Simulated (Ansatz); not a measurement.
**C4H8Ge: basis-set convergence**

Aim: see how fast density functionals converge with the basis set for C4H8Ge.

Program: Ansatz 0.2.0, Gaussian basis. Level of theory: one geometry, several basis sets. These are calculated values, not measurements.

The runs, in order: PBE0-D4/def2-SVP; ωB97M-V/def2-SVP; PBE0-D4/def2-QZVPP; ωB97M-V/def2-QZVPP; the functionals' def2-TZVPP values are taken from earlier runs.

## 1. The relaxed structure

The geometry comes from an earlier relaxation with PBE0-D4 in a triple-zeta def2 set; it is a stationary point, not always the lowest conformer.

SMILES `C=[CH][GeH2][CH]=C`, 13 atoms, charge 0, spin multiplicity 1.

Atoms are counted from 1 here; the program's logs count them from 0.

Bond lengths: C1–C2 1.328 Å, C1–H6 1.087 Å, C1–H7 1.086 Å, C2–Ge3 1.944 Å, C2–H8 1.088 Å, Ge3–C4 1.944 Å, Ge3–H9 1.542 Å, Ge3–H10 1.542 Å, C4–C5 1.328 Å, C4–H11 1.088 Å, C5–H12 1.087 Å, C5–H13 1.086 Å. Angles: C2–C1–H6 121.7°, C2–C1–H7 122.1°, H6–C1–H7 116.1°, C1–C2–Ge3 124.1°, C1–C2–H8 118.6°, Ge3–C2–H8 117.3°, C2–Ge3–C4 111.1°, C2–Ge3–H9 110.4°, C2–Ge3–H10 108.9°, C4–Ge3–H9 108.9°, C4–Ge3–H10 110.3°, H9–Ge3–H10 107.2°, Ge3–C4–C5 124.2°, Ge3–C4–H11 117.2°, C5–C4–H11 118.6°, C4–C5–H12 121.7°, C4–C5–H13 122.1°, H12–C5–H13 116.2°.

## 2. PBE0-D4 in def2-SVP

Contents of in.yaml:

```yaml
crystal:
  periodic: [false, false, false]
  atoms:
    - {symbol: C, position_ang: [-1.328524, -1.399377, 0.530457]}
    - {symbol: C, position_ang: [-0.031159, -1.589401, 0.322049]}
    - {symbol: Ge, position_ang: [1.300358, -0.174301, 0.373822]}
    - {symbol: C, position_ang: [0.542619, 1.519955, -0.203092]}
    - {symbol: C, position_ang: [-0.487752, 1.632250, -1.032644]}
    - {symbol: H, position_ang: [-2.037641, -2.222748, 0.509737]}
    - {symbol: H, position_ang: [-1.742766, -0.416154, 0.733981]}
    - {symbol: H, position_ang: [0.321155, -2.599461, 0.123623]}
    - {symbol: H, position_ang: [1.855597, -0.011800, 1.803666]}
    - {symbol: H, position_ang: [2.483441, -0.567387, -0.534296]}
    - {symbol: H, position_ang: [1.010215, 2.428036, 0.171952]}
    - {symbol: H, position_ang: [-0.868495, 2.601572, -1.343467]}
    - {symbol: H, position_ang: [-0.996650, 0.764017, -1.441086]}
basis:
  gaussian: {orbitals: def2-SVP}
hamiltonian: {xc: pbe0, dispersion: d4}
output: {orbitals: {seedname: orbitals}}
```

On the command line:

```bash
> ansatz run in.yaml --threads 4 --pin off --events-out ev --progress --plain --max-ram 11315MiB
```

Further steps of the session: ωB97M-V in def2-SVP; PBE0-D4 in def2-QZVPP; ωB97M-V in def2-QZVPP.

**Question.** What will the summary of the whole plan be? Wanted: PBE0-D4: double and triple zeta above quadruple; ωB97M-V: double and triple zeta above quadruple.

The runs gave:

```
                                       quantity           value
PBE0-D4: double and triple zeta above quadruple  13.25, 1.45 eV
ωB97M-V: double and triple zeta above quadruple  13.47, 1.41 eV
```

What this shows: For PBE0-D4 the step from double to triple zeta gains 11.80 eV and the next only 1.45 eV. These are total energies; as a rule much of such shifts cancels in differences, which this series doesn't test. The LUMO of ωB97M-V is positive and keeps falling with the basis (1.98 to 1.41 eV): an unbound level that the basis holds in place.
